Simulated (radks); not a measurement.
**I⁻ held by a Watson sphere**

Aim: the size and levels of I⁻ inside a shell of charge +0.89 and radius R, which stands for the Madelung well of a crystal, for several R.

Program: radks (a radial shooting solver on a logarithmic mesh, Libxc functionals) version 1. Level of theory: scalar-relativistic Kohn-Sham, LDA (Slater exchange, Perdew-Wang correlation), spin-unpolarised, spherical densities, finite nucleus. These are calculated values, not measurements, unless marked.

## Step 1: What is computed

* element: iodine (Z = 53)
* charge: -1
* electrons: 54
* configuration: [Xe]
* nuclear rms radius: 4.75 fm

The outer shells:

I⁻
```
[Kr] core
4d [↑↓][↑↓][↑↓][↑↓][↑↓]
5s [↑↓]
5p [↑↓][↑↓][↑↓]
```

## Step 2: R = 3.73 bohr

The run's settings:

```text
Z 53
configuration [Xe]
relativity scalar-relativistic
functional lda,pw
spin unpolarised
nucleus finite rms 4.75 fm
c 137.035999084
watson charge 0.89 radius 3.73 bohr
response adiabatic LDA kernel
```

## Step 3: R = 3.8 bohr

Changes since step 2:

```diff
@@ -7,3 +7,3 @@
 c 137.035999084
-watson charge 0.89 radius 3.73 bohr
+watson charge 0.89 radius 3.8 bohr
 response adiabatic LDA kernel
```

## Step 4: R = 4.01 bohr

Changes since step 3:

```diff
@@ -7,3 +7,3 @@
 c 137.035999084
-watson charge 0.89 radius 3.8 bohr
+watson charge 0.89 radius 4.01 bohr
 response adiabatic LDA kernel
```

## Step 5: R = 4.74 bohr

Changes since step 4:

```diff
@@ -7,3 +7,3 @@
 c 137.035999084
-watson charge 0.89 radius 4.01 bohr
+watson charge 0.89 radius 4.74 bohr
 response adiabatic LDA kernel
```

## Step 6: R = 5.49 bohr

Changes since step 5:

```diff
@@ -7,3 +7,3 @@
 c 137.035999084
-watson charge 0.89 radius 4.74 bohr
+watson charge 0.89 radius 5.49 bohr
 response adiabatic LDA kernel
```

## Step 7: R = 5.75 bohr

Changes since step 6:

```diff
@@ -7,3 +7,3 @@
 c 137.035999084
-watson charge 0.89 radius 5.49 bohr
+watson charge 0.89 radius 5.75 bohr
 response adiabatic LDA kernel
```

## Step 8: R = 5.83 bohr

Changes since step 7:

```diff
@@ -7,3 +7,3 @@
 c 137.035999084
-watson charge 0.89 radius 5.75 bohr
+watson charge 0.89 radius 5.83 bohr
 response adiabatic LDA kernel
```

## Step 9: R = 5.84 bohr

Changes since step 8:

```diff
@@ -7,3 +7,3 @@
 c 137.035999084
-watson charge 0.89 radius 5.83 bohr
+watson charge 0.89 radius 5.84 bohr
 response adiabatic LDA kernel
```

**Question.** What will these runs give? Wanted: for each run, R; highest level; its <r>; sum of <r²>; α.

**Answer**, as computed:

```
R (bohr)  highest level (eV)  its <r> (bohr)  sum of <r²> (bohr²)  α (bohr³)
    3.73              -5.804           2.608                74.32      50.75
     3.8              -5.742           2.612                74.52      51.48
    4.01              -5.559           2.625                75.09      53.65
    4.74              -4.965           2.657                76.62      60.67
    5.49              -4.439           2.676                77.65      66.68
    5.75              -4.276           2.681                77.91      68.45
    5.83              -4.228           2.682                77.98      68.97
    5.84              -4.222           2.683                77.99      69.03
```

From R = 3.73 to 5.84 bohr the top level moves from -5.804 to -4.222 eV and its mean radius from 2.61 to 2.68 bohr. A wider sphere makes a shallower well, so the ion swells. The polarisability goes from 50.7 to 69.0 bohr³. Response by self-consistent Sternheimer equations with the Hartree and adiabatic LDA kernel, the relativistic mass of each level held fixed and spin-orbit coupling left out. The sphere does not respond.
